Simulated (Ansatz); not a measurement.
## Ta₃W, space group Fm-3m: a convergence test of the plane-wave cutoff, step by step

Computed with Ansatz's Python interface.

Interactive session:
```pycon
>>> import warnings
>>> import ansatz as az
>>> warnings.simplefilter("ignore", az.DeckWarning)
>>> lattice = az.Lattice.of(
...     (0.0, 3.267173, 3.267173),
...     (3.267173, 0.0, 3.267173),
...     (3.267173, 3.267173, 0.0),
... )
>>> sites = [
...     ("Ta", (0.25, 0.25, 0.25)),
...     ("Ta", (0.75, 0.75, 0.75)),
...     ("Ta", (0.5, 0.5, 0.5)),
...     ("W", (0.0, 0.0, 0.0)),
... ]
>>> cell = az.Crystal(lattice=lattice)
>>> for symbol, position in sites:
...     cell = cell.atom(symbol, position)
...
>>> [site.symbol for site in cell.resolved().sites]
['Ta', 'Ta', 'Ta', 'W']
>>> setup = (
...     cell.calculation()
...     .functional("r2SCAN")
...     .scf(tolerance=1e-08, max_iterations=80, extra_bands=4)
...     .kpoints(spacing=0.38)
...     .occupations("Methfessel-Paxton")
... )
>>> rows = []
>>> for value in [250, 300, 350, 400, 450]:
...     rep = setup.basis(value).run(threads=1).report
...     rows.append((value, rep["free_energy_ev"] / len(rep["lattice"]["sites"]), rep["n_iterations"], rep["n_pw"]))
...
>>> print(" cutoff (eV)   F/atom (eV)    iterations   plane waves")
 cutoff (eV)   F/atom (eV)    iterations   plane waves
>>> for row in rows:
...     print(f"{str(row[0]):>12s}  {row[1]:12.5f}  {row[2]:12d}  {row[3]:12d}")
...
         250  -10057.38258             9           609
         300  -10057.57580             8           869
         350  -10057.59313             9          1037
         400  -10057.59747             9          1243
         450  -10057.59962             9          1459
>>> for row in rows[:-1]:
...     shift = 1000 * (row[1] - rows[-1][1])
...     print(f"{row[0]}: {shift:+.2f} meV/atom" + ("  (within 5 meV)" if abs(shift) < 5 else ""))
...
250: +217.04 meV/atom
300: +23.81 meV/atom
350: +6.49 meV/atom
400: +2.15 meV/atom  (within 5 meV)
```

Notes:
- For a metal this k-point mesh is coarse: on a finer one energies can move by several to tens of meV an atom and pressures by half a GPa or more, differences at one mesh by less.
- Spin-orbit coupling, which matters for elements this heavy, is left out.
- This cell is a computed structure, which may not be the phase found in nature.
- Shifts are counted from the last row, which is itself no proven limit.
- The script silences the warnings on its input, which a real study should read.
- Hardware and time: 11 s on 1 thread of Arm Neoverse V1 (shared host), peak memory 0.48 GiB.
